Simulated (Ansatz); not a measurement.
Predict the output of the script below (the Ansatz DFT code, driven from Python).

`run_torsion.py`
```python
'''Energy of CH5AlINO as one group turns about a bond.'''

import warnings

import ansatz as az
from ase import Atoms

warnings.simplefilter('ignore', az.DeckWarning)

atoms = Atoms(['N', 'Al', 'O', 'C', 'I', 'H', 'H', 'H', 'H', 'H'], positions=[
    (-1.3032, -1.1099, -1.0188),
    (0.1927, -0.5832, -0.023),
    (1.402, -1.8541, 0.4158),
    (0.5377, 1.3208, 0.5361),
    (0.5594, 2.5472, -1.2061),
    (-2.1812, -0.7592, -0.4674),
    (-1.3205, -0.4718, -1.8878),
    (1.1644, -2.183, 1.2984),
    (-0.3812, 1.645, 1.2215),
    (1.413, 1.3972, 1.1342),
])

# start the scan from a relaxed geometry
first = (
    az.Crystal.molecule_from_ase(atoms).calculation()
    .basis(gaussian='def2-SVP')
    .functional('r2SCAN')
    .relax(force_tolerance=0.02, max_steps=80)
)
atoms.positions = first.run(threads=1, pin='off').report['positions_ang']

start = atoms.get_dihedral(0, 1, 2, 7)
energies = {}
for turn in range(0, 360, 40):
    turned = atoms.copy()
    turned.set_dihedral(0, 1, 2, 7, start + turn, indices=[2, 7])
    base = az.Crystal.molecule_from_ase(turned).calculation().basis(gaussian='def2-SVP').functional('r2SCAN')
    energies[round((start + turn) % 360)] = base.run(threads=1, pin='off').report['free_energy_ev']
floor = min(energies.values())
print('dihedral N0-Al1-O2-H7 (deg)   E - E(min) (kcal/mol)')
for angle, e in sorted(energies.items()):
    print(f'{angle:8d} {23.060548 * (e - floor):14.3f}  ' + '#' * int(30 * (e - floor) / max(max(energies.values()) - floor, 1e-9)))
```

```console
$ python run_torsion.py
dihedral N0-Al1-O2-H7 (deg)   E - E(min) (kcal/mol)
      11          0.000
      51          0.663  ########
      91          1.461  ###################
     131          1.200  ###############
     171          0.794  ##########
     211          1.328  #################
     251          2.297  ##############################
     291          2.162  ############################
     331          0.798  ##########
```

Reading the output:
- The scan is rigid and the energies are electronic, in a modest basis. With rigid groups the curve can differ much from the relaxed path, the start wasn't checked as a minimum of this torsion, and equivalent turns needn't return to the same energy.
- def2 sets replace the cores of elements past krypton by effective core potentials.
- Hardware and time: 3.7 min on 1 thread of Arm Neoverse V2, on a shared host, peak memory 0.28 GiB.
